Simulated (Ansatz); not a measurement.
# Al5Ga3N8: the cost of one run

Program: Ansatz 0.2.0. Level of theory: DFT PBEsol, scalar-relativistic, plane waves, PAW. These are calculated values, not measurements.

That is the level of the relaxation; later steps name their own.

2 further runs of the same task are left out: 2 set aside as unsound or not needed.

## (1) The starting structure

The structure is monoclinic, space group Cm (No. 8). Conventional cell: a = 10.868 Å, b = 6.276 Å, c = 5.069 Å, α = 90.00°, β = 90.04°, γ = 90.00°. Around Ga (site symmetry 1) lie 4 N at 1.93 to 1.95 Å. Around Al (site symmetry m) lie 4 N at 1.89 to 1.91 Å. Al (site symmetry m) has 4 N at 1.88 to 1.90 Å as nearest neighbours. Ga (site symmetry m) is surrounded by 4 N at 1.94 to 1.95 Å. Al (site symmetry 1) is surrounded by 4 N at 1.89 to 1.91 Å. Around N (site symmetry 1) lie 2 Al at 1.89 Å and 2 Ga at 1.94 to 1.95 Å. N (site symmetry m) has 4 Al at 1.91 Å as nearest neighbours. Only part of the 12 independent sites is listed.

Coordinates:

```cif
data_structure
_symmetry_space_group_name_H-M 'Cm'
_symmetry_Int_Tables_number 8
_cell_length_a 10.8676
_cell_length_b 6.2758
_cell_length_c 5.0689
_cell_angle_alpha 90.000
_cell_angle_beta 90.038
_cell_angle_gamma 90.000
_cell_volume 345.71
loop_
_atom_site_label
_atom_site_type_symbol
_atom_site_symmetry_multiplicity
_atom_site_Wyckoff_symbol
_atom_site_fract_x
_atom_site_fract_y
_atom_site_fract_z
_atom_site_occupancy
Ga1 Ga 4 b 0.58260 0.74871 0.99883 1
Al1 Al 2 a 0.33360 0.00000 0.99997 1
Al2 Al 2 a 0.83446 0.00000 0.99965 1
Ga2 Ga 2 a 0.66752 0.00000 0.49904 1
Al3 Al 2 a 0.16776 0.00000 0.50007 1
Al4 Al 4 b 0.41575 0.24960 0.50023 1
N1 N 4 b 0.58149 0.74489 0.61349 1
N2 N 2 a 0.33359 0.00000 0.62269 1
N3 N 2 a 0.83724 0.00000 0.62461 1
N4 N 2 a 0.66993 0.00000 0.11477 1
N5 N 2 a 0.17032 0.00000 0.12594 1
N6 N 4 b 0.41295 0.24970 0.12408 1
```

This cell was relaxed beforehand with the same method: volume 10.80 Å³/atom, gap on the mesh 3.19 eV.

## (2) Band edges over the whole zone

The input, input.yaml:

```yaml
crystal:
  lattice:
    - [-0.0014430012, -0.0008331171, -5.0689060247]
    - [3.1368704847, 5.434398666, 0.0018002063]
    - [3.1378920567, -5.4349884708, 0.0]
  atoms:
    - { symbol: Ga, position: [-0.0011665615, 0.1652001798, 0.3313124082] }
    - { symbol: Ga, position: [-0.0011665615, 0.1652001798, 0.8338877716] }
    - { symbol: Al, position: [-3.45465e-05, 0.6672093499, 0.333604675] }
    - { symbol: Al, position: [-0.0003493759, 0.6689294519, 0.834464726] }
    - { symbol: Ga, position: [0.4990435769, 0.3350319095, 0.6675159547] }
    - { symbol: Al, position: [0.5000651375, 0.3355262969, 0.1677631485] }
    - { symbol: Al, position: [0.5002337959, 0.8314910624, 0.6653480318] }
    - { symbol: Al, position: [0.5002337959, 0.8314910624, 0.1661430306] }
    - { symbol: "N", position: [0.6134880633, 0.1629775432, 0.3263747209] }
    - { symbol: "N", position: [0.6134880633, 0.1629775432, 0.8366028223] }
    - { symbol: "N", position: [0.6226921529, 0.6671763207, 0.3335881604] }
    - { symbol: "N", position: [0.6246105434, 0.6744702905, 0.8372351453] }
    - { symbol: "N", position: [0.1147659583, 0.3398643471, 0.6699321736] }
    - { symbol: "N", position: [0.1259436724, 0.3406399046, 0.1703199523] }
    - { symbol: "N", position: [0.1240761429, 0.8259072791, 0.6626518608] }
    - { symbol: "N", position: [0.1240761429, 0.8259072791, 0.1632554183] }
basis:
  ecutwfc: 420
kpoints:
  mp_grid: { grid: [6, 4, 4] }
  band_path: { path: [VBM, CBM], npoints: 2 }
hamiltonian:
  xc: pbesol
scf:
  occupations: { method: gaussian, width: 0.02 }
output:
  forces: true
  stress: true
  eigenvalues: true
```

Run with:

```console
$ ansatz run input.yaml --threads 4 --pin off --max-ram 10240MiB --backend cpu --events-out ev --progress --plain --runs-dir out
```

**Question.** How long does this run take on 4 threads of Intel Xeon at 2.70GHz, shared host, and how much memory does it need?

About 60 s, with a peak of 0.84 GiB.
